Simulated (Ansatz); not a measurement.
# C₂H₇AlOSi: up Jacob's ladder to CCSD(T)

Aim: compute C₂H₇AlOSi with functionals from several rungs and with coupled cluster. The yardstick is the atomisation energy at the CCSD(T) limit.

The runs use Ansatz 0.2.0, Gaussian basis; functionals in def2-TZVPP, the program's frozen cores in correlated methods.

The runs, in order: PBE-D4, r2SCAN-D4, PBE0-D4, B3LYP-D4, ωB97X-V, ωB97M-V, B2PLYP; CCSD(T)/def2-TZVPP; MP2/def2-QZVPP; extrapolation to the limit.

## Step 1: The relaxed structure

All runs share one geometry, relaxed beforehand with PBE0-D4 in a triple-zeta def2 set.

12 atoms, charge 0, spin multiplicity 1.

Atoms are counted from 1 here; the program's logs count them from 0.

Bond lengths: C1–Al2 1.949 Å, C1–H6 1.093 Å, C1–H7 1.095 Å, C1–H8 1.094 Å, Al2–Si3 2.447 Å, Al2–C4 1.946 Å, Al2–O5 1.970 Å, Si3–H9 1.493 Å, Si3–H10 1.492 Å, Si3–H11 1.493 Å, C4–O5 1.250 Å, C4–H12 1.105 Å. Angles: Al2–C1–H6 112.0°, Al2–C1–H7 110.9°, Al2–C1–H8 111.3°, H6–C1–H7 107.6°, H6–C1–H8 107.9°, H7–C1–H8 106.9°, C1–Al2–Si3 126.6°, C1–Al2–C4 117.8°, C1–Al2–O5 113.4°, Si3–Al2–C4 115.3°, Si3–Al2–O5 111.5°, C4–Al2–O5 37.2°, Al2–Si3–H9 111.4°, Al2–Si3–H10 112.0°, Al2–Si3–H11 112.6°, H9–Si3–H10 106.9°, H9–Si3–H11 106.5°, H10–Si3–H11 107.1° and more.

## Step 2: PBE-D4 (GGA)

Input file in.yaml:

```yaml
crystal:
  periodic: [false, false, false]
  atoms:
    - {symbol: C, position_ang: [-1.921018, -0.010727, 0.689176]}
    - {symbol: Al, position_ang: [-0.143801, 0.235796, -0.072728]}
    - {symbol: Si, position_ang: [1.797671, -1.216512, 0.254446]}
    - {symbol: C, position_ang: [0.201482, 1.876747, -1.059980]}
    - {symbol: O, position_ang: [-0.169743, 1.011486, -1.882940]}
    - {symbol: H, position_ang: [-2.651991, 0.675686, 0.253694]}
    - {symbol: H, position_ang: [-1.909589, 0.160300, 1.770321]}
    - {symbol: H, position_ang: [-2.282799, -1.031189, 0.532474]}
    - {symbol: H, position_ang: [2.273404, -1.178691, 1.669253]}
    - {symbol: H, position_ang: [2.949710, -0.810730, -0.602428]}
    - {symbol: H, position_ang: [1.502157, -2.646547, -0.054267]}
    - {symbol: H, position_ang: [0.431619, 2.879080, -1.462922]}
basis:
  gaussian: {orbitals: def2-TZVPP}
hamiltonian: {xc: pbe, dispersion: d4}
output: {forces: true, orbitals: {seedname: orbitals}}
```

Command:

```console
$ ansatz run in.yaml --threads 4 --pin off --events-out ev --progress --plain --max-ram 10444MiB
```

The runs that follow: r2SCAN-D4 (meta-GGA); PBE0-D4 (hybrid); B3LYP-D4 (hybrid); ωB97X-V (range-separated); ωB97M-V (range-separated); B2PLYP (double hybrid); CCSD(T) in def2-TZVPP; MP2 in def2-QZVPP.

**Question.** What will the summary of the whole plan be? Wanted: atomisation energy, CCSD(T)/CBS; farthest; mean size of error, hybrid; mean size of error, range-separated; gap, smallest and largest; T1 diagnostic; triples share of the correlation energy.

The runs gave:

```
                               quantity                                           value
        atomisation energy, CCSD(T)/CBS                                   4166.9 kJ/mol
 functionals within 20.8 kJ/mol (0.5 %)  r2SCAN-D4, PBE0-D4, B3LYP-D4, ωB97X-V, ωB97M-V
                               farthest                           B2PLYP (-56.6 kJ/mol)
             mean size of error, hybrid                                     16.3 kJ/mol
    mean size of error, range-separated                                     11.0 kJ/mol
              gap, smallest and largest             2.69 eV (PBE-D4), 9.89 eV (ωB97X-V)
                          T1 diagnostic                                          0.0157
triples share of the correlation energy                                           3.9 %
```

**Reading.** PBE-D4 misses by +47.0 kJ/mol. Double hybrids carry the basis error of their MP2 part in triple zeta, and no dispersion term here, so their miss is partly the set-up's. Misses under about 20.8 kJ/mol are within the doubt on the reference itself, which lacks core-valence correlation, relativity and higher excitations. Hartree-Fock recovers 73 % of the binding; the rest is correlation. The gap grows from 2.7 to 9.9 eV across the functionals, mostly with the share of exact exchange.
